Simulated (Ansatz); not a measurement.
MgTe2MoW2Se2S2, space group Cm, a conversion between chain and input file

With Ansatz's Python interface.

Contents of `mgte2mow2se2s2.yaml`:
```yaml
crystal:
  lattice:
    - [2.894233, -1.670858, 0.0]
    - [2.894233, 1.670858, 0.0]
    - [-0.175218, 0.0, 37.024325]
  atoms:
    - { symbol: Mg, position: [0.334053, 0.334053, 0.459371] }
    - { symbol: Te, position: [0.331674, 0.331674, 0.064404] }
    - { symbol: Te, position: [0.335621, 0.335621, 0.166989] }
    - { symbol: Mo, position: [0.666759, 0.666759, 0.115694] }
    - { symbol: W, position: [0.666896, 0.666896, 0.583472] }
    - { symbol: W, position: [0.334846, 0.334846, 0.337289] }
    - { symbol: Se, position: [0.331958, 0.331958, 0.538005] }
    - { symbol: Se, position: [0.335297, 0.335297, 0.628666] }
    - { symbol: S, position: [0.668871, 0.668871, 0.37847] }
    - { symbol: S, position: [0.667191, 0.667191, 0.296314] }
kpoints:
  mp_grid: { grid: [8, 8, 1] }
hamiltonian:
  xc: pbe
scf:
  occupations: { method: fermi_dirac, width: 0.1 }
output:
  forces: true
  stress: true
relax:
  f_tol: 0.02
  cell: {}
```

Run as a notebook:

**Cell 1**
```python
import ansatz as az
```

**Cell 2**
```python
model = az.Calculation.from_yaml("mgte2mow2se2s2.yaml")
print(model.to_python())
```
Output:
```text
(
    az.Lattice.of(((2.894233, -1.670858, 0.0), (2.894233, 1.670858, 0.0), (-0.175218, 0.0, 37.024325)))
    .atom("Mg", (0.334053, 0.334053, 0.459371))
    .atom("Te", (0.331674, 0.331674, 0.064404))
    .atom("Te", (0.335621, 0.335621, 0.166989))
    .atom("Mo", (0.666759, 0.666759, 0.115694))
    .atom("W", (0.666896, 0.666896, 0.583472))
    .atom("W", (0.334846, 0.334846, 0.337289))
    .atom("Se", (0.331958, 0.331958, 0.538005))
    .atom("Se", (0.335297, 0.335297, 0.628666))
    .atom("S", (0.668871, 0.668871, 0.37847))
    .atom("S", (0.667191, 0.667191, 0.296314))
    .calculation()
    .kpoints(8, 8, 1)
    .functional("pbe")
    .occupations(method="fermi_dirac", width=0.1)
    .relax(force_tolerance=0.02, cell=True)
    .forces()
    .stress()
)
```

The input is only written out: it wasn't run, and its settings aren't tested. The structure comes from a database and needn't be a stable phase.
